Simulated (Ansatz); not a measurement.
**CH₇B₂NOSi: up Jacob's ladder to CCSD(T)**

The task here is to estimate one member of a computed series from the others.

Program: Ansatz 0.2.0, Gaussian basis. Level of theory: functionals in def2-TZVPP, the program's frozen cores in correlated methods. These are calculated values, not measurements.

Plan: PBE-D4, r2SCAN-D4, PBE0-D4, B3LYP-D4, ωB97X-V, ωB97M-V, B2PLYP; CCSD(T)/def2-TZVPP; MP2/def2-QZVPP; extrapolation to the limit.

### The relaxed structure

The geometry comes from an earlier relaxation with PBE0-D4 in a triple-zeta def2 set; it is a stationary point, not always the lowest conformer.

13 atoms, charge 0, spin multiplicity 1.

Atoms are counted from 1 here; the program's logs count them from 0.

Bond lengths: B1–B2 1.685 Å, B1–H7 1.197 Å, B1–H8 1.197 Å, B2–O3 1.399 Å, B2–N5 1.435 Å, O3–C4 1.428 Å, C4–N5 1.458 Å, C4–H9 1.095 Å, C4–H10 1.095 Å, N5–Si6 1.719 Å, Si6–H11 1.484 Å, Si6–H12 1.488 Å, Si6–H13 1.488 Å. Angles: B2–B1–H7 121.9°, B2–B1–H8 121.9°, H7–B1–H8 116.3°, B1–B2–O3 129.4°, B1–B2–N5 135.2°, O3–B2–N5 95.3°, B2–O3–C4 87.0°, O3–C4–N5 93.1°, O3–C4–H9 111.6°, O3–C4–H10 111.5°, N5–C4–H9 114.5°, N5–C4–H10 114.5°, H9–C4–H10 110.6°, B2–N5–C4 84.5°, B2–N5–Si6 141.6°, C4–N5–Si6 133.9°, N5–Si6–H11 106.5°, N5–Si6–H12 111.4° and more.

Coordinates:

```xyz
13
CH7B2NOSi
B    -0.4611   -0.6749   -2.3089
B     0.0831    0.2893   -1.0382
O     0.6926    1.5484   -1.0755
C     0.7446    1.4823    0.3495
N     0.1099    0.1704    0.3915
Si   -0.3362   -0.8973    1.6622
H     0.2454   -1.4866   -2.8340
H    -1.5781   -0.5924   -2.7318
H     1.7762    1.4990    0.7156
H     0.1596    2.2845    0.8108
H    -0.9516   -2.0846    1.0190
H    -1.3104   -0.2614    2.5898
H     0.8463   -1.3114    2.4647
```

Set-up of the first run:

in.yaml

```yaml
crystal:
  periodic: [false, false, false]
  atoms:
    - {symbol: B, position_ang: [-0.461094, -0.674940, -2.308944]}
    - {symbol: B, position_ang: [0.083051, 0.289297, -1.038160]}
    - {symbol: O, position_ang: [0.692641, 1.548418, -1.075502]}
    - {symbol: C, position_ang: [0.744619, 1.482338, 0.349522]}
    - {symbol: N, position_ang: [0.109922, 0.170404, 0.391497]}
    - {symbol: Si, position_ang: [-0.336169, -0.897258, 1.662170]}
    - {symbol: H, position_ang: [0.245401, -1.486568, -2.833982]}
    - {symbol: H, position_ang: [-1.578145, -0.592351, -2.731822]}
    - {symbol: H, position_ang: [1.776240, 1.499038, 0.715558]}
    - {symbol: H, position_ang: [0.159580, 2.284469, 0.810850]}
    - {symbol: H, position_ang: [-0.951630, -2.084630, 1.019037]}
    - {symbol: H, position_ang: [-1.310364, -0.261374, 2.589822]}
    - {symbol: H, position_ang: [0.846349, -1.311443, 2.464654]}
basis:
  gaussian: {orbitals: def2-TZVPP}
hamiltonian: {xc: pbe, dispersion: d4}
output: {forces: true, orbitals: {seedname: orbitals}}
```

Command:

```bash
> ansatz run in.yaml --threads 4 --pin off --events-out ev --progress --plain --max-ram 10444MiB
```

Steps of the session up to this table: PBE-D4 (GGA); r2SCAN-D4 (meta-GGA); PBE0-D4 (hybrid); B3LYP-D4 (hybrid); ωB97X-V (range-separated); ωB97M-V (range-separated); B2PLYP (double hybrid); CCSD(T) in def2-TZVPP; MP2 in def2-QZVPP.

One of the session's tables, all rows but one given; the rest of the session is left out.

| method | atomisation energy (kJ/mol) |
| --- | --- |
| PBE-D4 | 4951.2 |
| r2SCAN-D4 | ? |
| PBE0-D4 | 4873.3 |
| B3LYP-D4 | 4874.7 |
| ωB97X-V | 4891.1 |
| ωB97M-V | 4884.9 |
| B2PLYP | 4816.6 |
| HF/def2-TZVPP | 3581.1 |
| MP2/def2-TZVPP | 4805.3 |
| CCSD/def2-TZVPP | 4644.7 |
| CCSD(T)/def2-TZVPP | 4713.9 |
| MP2/CBS | 4930.7 |
| CCSD(T)/CBS | 4839.3 |

Estimate the missing values for r2SCAN-D4.

As computed: atomisation energy (kJ/mol): 4875.2. In the column «atomisation energy (kJ/mol)» it lies between B3LYP-D4 (4874.7) and ωB97M-V (4884.9).
